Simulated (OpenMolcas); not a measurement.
# Ru³⁺ among point charges: CASSCF and CASPT2 levels and susceptibility, part 2 of 2

Aim: the splitting of the states of Ru³⁺ in the field of 5 point charges, its lowest levels with spin-orbit coupling and its magnetic susceptibility.

OpenMolcas 26.06; ANO-RCC-VDZP, DKH2, active space 5 electrons in 5 orbitals (4d), orbitals: per spin and parity. Surroundings: 5 point charges of -1 e arranged as a trigonal bipyramid (D3h), 1.93 Å from the ion, with the axial distance 2.007 Å. The steps go on from the part before.

## (7) CASPT2: IPEA 0.25, imaginary shift 0.1 (closed shells correlated: 4s 4p)

Input file a.inp:

```
>>> COPY JOB001 $Project.JobIph
&CASPT2
Multistate=1 1
Frozen=14
IPEA=0.25
Imaginary=0.1
MaxIter=60
WThr=0.0 0.3 0.05
PrWF=0.5
NoMix
>>> COPY JOB002 $Project.JobIph
&CASPT2
Multistate=24 1 2 3 4 5 6 7 8 9 10 11 12 13 14 15 16 17 18 19 20 21 22
23 24
NoMult
Frozen=14
IPEA=0.25
Imaginary=0.1
MaxIter=60
WThr=0.0 0.3 0.05
PrWF=0.5
NoMix
>>> COPY JOB003 $Project.JobIph
&CASPT2
Multistate=75 1 2 3 4 5 6 7 8 9 10 11 12 13 14 15 16 17 18 19 20 21 22
23 24 25 26 27 28 29 30 31 32 33 34 35 36 37 38 39 40 41 42 43 44 45 46
47 48 49 50 51 52 53 54 55 56 57 58 59 60 61 62 63 64 65 66 67 68 69 70
71 72 73 74 75
NoMult
Frozen=14
IPEA=0.25
Imaginary=0.1
MaxIter=60
WThr=0.0 0.3 0.05
PrWF=0.5
NoMix
```

The program printed:

```text
Orbital specifications:
      -----------------------

      Symmetry species                           1
                                                 a
      Frozen orbitals                           14
      Inactive orbitals                          4
      Active orbitals                            5
      Secondary orbitals                        20
      Deleted orbitals                           0
      Number of basis functions                 43
Type of calculation                        SS-CASPT2
      Fock operator                              state-specific
      IPEA shift                                 0.25
      Real shift                                 0.00
      Imaginary shift                            0.10
      The input orbitals will be transformed to quasi-canonical
Reference energy:       -4529.6339366079
      E2 (Non-variational):      -0.2465403582
      Shift correction:          -0.0001251604
      E2 (Variational):          -0.2466655186
      Total energy:           -4529.8806021265
      Residual norm:              0.0000009818
      Reference weight:           0.94923
      Contributions to the CASPT2 correlation energy
      Active & Virtual Only:         -0.0542601172
      One Inactive Excited:          -0.1234996498
      Two Inactive Excited:          -0.0687805912
::    CASPT2 Root  1     Total energy:  -4529.88060213
Orbital specifications:
      -----------------------

      Symmetry species                           1
                                                 a
      Frozen orbitals                           14
      Inactive orbitals                          4
      Active orbitals                            5
      Secondary orbitals                        20
      Deleted orbitals                           0
      Number of basis functions                 43
Type of calculation                        SS-CASPT2
      Fock operator                              state-specific
      IPEA shift                                 0.25
      Real shift                                 0.00
      Imaginary shift                            0.10
      The input orbitals will be transformed to quasi-canonical
Reference energy:       -4529.5221941937
      E2 (Non-variational):      -0.2551653760
      Shift correction:          -0.0001401356
      E2 (Variational):          -0.2553055116
      Total energy:           -4529.7774997052
      Residual norm:              0.0000001861
      Reference weight:           0.94716
      Contributions to the CASPT2 correlation energy
      Active & Virtual Only:         -0.0582996772
      One Inactive Excited:          -0.1256043750
      Two Inactive Excited:          -0.0712613239
Reference energy:       -4529.5221941936
      E2 (Non-variational):      -0.2551657811
      Shift correction:          -0.0001401082
      E2 (Variational):          -0.2553058893
      Total energy:           -4529.7775000829
      Residual norm:              0.0000001862
      Reference weight:           0.94716
      Contributions to the CASPT2 correlation energy
      Active & Virtual Only:         -0.0582998446
      One Inactive Excited:          -0.1256046042
      Two Inactive Excited:          -0.0712613324
::    CASPT2 Root  1     Total energy:  -4529.77749971
::    CASPT2 Root  2     Total energy:  -4529.77750008
::    CASPT2 Root  3     Total energy:  -4529.76960867
::    CASPT2 Root  4     Total energy:  -4529.76962266
::    CASPT2 Root  5     Total energy:  -4529.76786849
::    CASPT2 Root  6     Total energy:  -4529.76775978
::    CASPT2 Root  7     Total energy:  -4529.76630702
::    CASPT2 Root  8     Total energy:  -4529.76765656
::    CASPT2 Root  9     Total energy:  -4529.76774173
::    CASPT2 Root 10     Total energy:  -4529.75422460
::    CASPT2 Root 11     Total energy:  -4529.74952917
::    CASPT2 Root 12     Total energy:  -4529.74957644
::    CASPT2 Root 13     Total energy:  -4529.74747138
::    CASPT2 Root 14     Total energy:  -4529.74747104
::    CASPT2 Root 15     Total energy:  -4529.74382965
::    CASPT2 Root 16     Total energy:  -4529.73938293
::    CASPT2 Root 17     Total energy:  -4529.73938165
::    CASPT2 Root 18     Total energy:  -4529.69749214
::    CASPT2 Root 19     Total energy:  -4529.69697412
::    CASPT2 Root 20     Total energy:  -4529.69689903
::    CASPT2 Root 21     Total energy:  -4529.69095279
::    CASPT2 Root 22     Total energy:  -4529.69095204
::    CASPT2 Root 23     Total energy:  -4529.68654492
::    CASPT2 Root 24     Total energy:  -4529.68676913
Orbital specifications:
      -----------------------

      Symmetry species                           1
                                                 a
      Frozen orbitals                           14
      Inactive orbitals                          4
      Active orbitals                            5
      Secondary orbitals                        20
      Deleted orbitals                           0
      Number of basis functions                 43
Type of calculation                        SS-CASPT2
      Fock operator                              state-specific
      IPEA shift                                 0.25
      Real shift                                 0.00
      Imaginary shift                            0.10
      The input orbitals will be transformed to quasi-canonical
Reference energy:       -4529.4673892904
      E2 (Non-variational):      -0.2568571481
      Shift correction:          -0.0001375210
      E2 (Variational):          -0.2569946691
      Total energy:           -4529.7243839595
      Residual norm:              0.0000000860
      Reference weight:           0.94659
      Contributions to the CASPT2 correlation energy
      Active & Virtual Only:         -0.0540862157
      One Inactive Excited:          -0.1371104208
      Two Inactive Excited:          -0.0656605116
Reference energy:       -4529.4673892904
      E2 (Non-variational):      -0.2568574115
      Shift correction:          -0.0001375221
      E2 (Variational):          -0.2569949336
      Total energy:           -4529.7243842240
      Residual norm:              0.0000000860
      Reference weight:           0.94659
      Contributions to the CASPT2 correlation energy
      Active & Virtual Only:         -0.0540862572
      One Inactive Excited:          -0.1371106430
      Two Inactive Excited:          -0.0656605113
::    CASPT2 Root  1     Total energy:  -4529.72438396
::    CASPT2 Root  2     Total energy:  -4529.72438422
::    CASPT2 Root  3     Total energy:  -4529.72380233
::    CASPT2 Root  4     Total energy:  -4529.72391040
::    CASPT2 Root  5     Total energy:  -4529.72131292
::    CASPT2 Root  6     Total energy:  -4529.72120405
::    CASPT2 Root  7     Total energy:  -4529.71986325
::    CASPT2 Root  8     Total energy:  -4529.71985488
::    CASPT2 Root  9     Total energy:  -4529.71457333
::    CASPT2 Root 10     Total energy:  -4529.71465798
::    CASPT2 Root 11     Total energy:  -4529.71474378
::    CASPT2 Root 12     Total energy:  -4529.71620721
::    CASPT2 Root 13     Total energy:  -4529.71618019
::    CASPT2 Root 14     Total energy:  -4529.71495672
::    CASPT2 Root 15     Total energy:  -4529.71495741
::    CASPT2 Root 16     Total energy:  -4529.70687138
::    CASPT2 Root 17     Total energy:  -4529.70677040
::    CASPT2 Root 18     Total energy:  -4529.70307709
::    CASPT2 Root 19     Total energy:  -4529.69995112
::    CASPT2 Root 20     Total energy:  -4529.69575991
::    CASPT2 Root 21     Total energy:  -4529.69571874
::    CASPT2 Root 22     Total energy:  -4529.69452258
::    CASPT2 Root 23     Total energy:  -4529.69466105
::    CASPT2 Root 24     Total energy:  -4529.69055173
::    CASPT2 Root 25     Total energy:  -4529.69055332
::    CASPT2 Root 26     Total energy:  -4529.69032369
::    CASPT2 Root 27     Total energy:  -4529.69032387
::    CASPT2 Root 28     Total energy:  -4529.68451997
::    CASPT2 Root 29     Total energy:  -4529.68196524
::    CASPT2 Root 30     Total energy:  -4529.68187133
```

This run: 9.8 s of run time, 1 thread, shared host.

SS-CASPT2: lowest energy less the reference's lowest, -0.2467 hartree; reference weights 0.936 to 0.949.

States without spin-orbit coupling:

| state | degeneracy | E (cm-1) | free-ion L (%) |
| --- | --- | --- | --- |
| 6A1 | 1 | 0 | S (100) |
| 4E | 2 | 22628 | G (74) |
| 4E | 2 | 24359 | G (97) |
| 4A2 | 1 | 24742 | G (100) |
| 4A1 | 1 | 24766 | G (100) |
| 4E | 2 | 24779 | G (100) |
| 4A1 | 1 | 25085 | G (100) |
| 4A2 | 1 | 27737 | P (100) |
| 4E | 2 | 28762 | D (94) |
| 4E | 2 | 29219 | D (69) |
| 4A1 | 1 | 30018 | D (100) |
| 4E | 2 | 30994 | P (56) |
| 2E | 2 | 34286 | I (82) |
| 2E | 2 | 34402 | I (75) |
| 2A1 | 1 | 34960 | I (83) |
| 2A2 | 1 | 34984 | I (83) |
| 2E | 2 | 35279 | I (86) |
| doublet | 2 | 36083 | I (100) |
| 2E | 2 | 36355 | D (54) |
| 2E | 2 | 36411 | I (97) |
| 2A1 | 1 | 36439 | I (99) |
| 2E | 2 | 38141 | D (73) |
| 2A1 | 1 | 38962 | D (100) |
| 2A2 | 1 | 39648 | F (95) |

With spin-orbit coupling:

```csv
E (cm-1),Degeneracy,Label,2S+1,g
0,2,E1/2,6,0.00 0.00 9.99
2,2,E3/2,6,0.00 0.00 6.00
3,2,E1/2,6,2.00 6.00 6.00
22260,2,E3/2,4,0.00 0.00 3.94
22300,2,E1/2,4,0.00 0.00 7.92
22560,2,E1/2,4,0.15 1.32 1.32
22890,2,E1/2,4,1.26 1.26 3.81
24090,2,E1/2,4,0.77 0.77 9.35
24120,2,E1/2,4,0.84 0.84 5.03
24200,2,E3/2,4,0.00 0.00 1.40
24560,2,E1/2,4,0.26 0.26 1.90
24580,2,E1/2,4,0.08 0.08 2.32
24750,2,E3/2,4,0.00 0.00 0.03
24790,2,E1/2,4,1.97 1.97 5.59
24790,2,E1/2,4,0.00 0.00 13.89
24800,2,E3/2,4,0.00 0.00 10.20
24820,2,E1/2,4,0.69 2.33 2.33
24840,2,E1/2,4,4.15 4.15 4.99
24940,2,E3/2,4,0.00 0.00 10.91
25040,2,E1/2,4,1.88 3.67 3.67
25110,2,E3/2,4,0.00 0.00 5.87
26770,2,E1/2,4,2.00 3.94 3.94
26800,2,E3/2,4,0.00 0.00 5.71
27480,2,E1/2,4,0.01 0.01 7.14
```

Powder χT (cm³ K/mol): 4.17 at 2 K, 4.33 at 5 K, 4.36 at 10 K, 4.37 at 20 K, 4.37 at 50 K, 4.37 at 100 K, 4.37 at 150 K, 4.37 at 200 K, 4.37 at 250 K, 4.37 at 300 K.

## (8) The methods side by side

A. CASSCF
B. SS-CASPT2, IPEA 0.25, imaginary shift 0.1 (closed shells correlated: 4s 4p)

| method | ground state | first gap with spin-orbit (cm-1) | χT at 300 K |
| --- | --- | --- | --- |
| A | 6A1 | 5.0 | 4.37 |
| B | 6A1 | 2.1 | 4.37 |

## (9) Outcome

What follows sums up all 2 parts.

| quantity | value |
| --- | --- |
| method | SS-CASPT2, IPEA 0.25, imaginary shift 0.1 (closed shells correlated: 4s 4p) |
| spin-free ground state | 6A1, 1-fold in its orbital part |
| lowest level | 2-fold E1/2, g = 0.00, 0.00, 9.99 |
| next level | 2.1 cm⁻¹ |
| χT at 300 K | 4.37 cm³ K/mol |
| effective moment at 300 K | 5.91 μB |

Cost by method:

| method | time of its own steps | time with the reference |
| --- | --- | --- |
| A. CASSCF | 26 s | 26 s |
| B. SS-CASPT2, IPEA 0.25, imaginary shift 0.1, +4s 4p | 9.8 s | 36 s |

Times are of one thread on a shared host.

The spin-free ground state (6A1) comes to 100 % from free-ion S terms and keeps the highest spin of the shell. χT at 300 K is 4.37, against 4.39 cm³ K/mol for the spin alone, as a half-filled shell (L = 0) has no orbital moment. An active space of the d shell alone favours high spin; real ions in strong fields can be low spin. CASPT2 does not keep the components of a term degenerate, and the means are used. The field of point charges can differ much from that of real complexes. With metal d orbitals alone active, the gaps between spin states are rough; where two lie within a few thousand cm-1, their order is open. Point charges carry no covalency, so the field is a model and not that of real ligands.
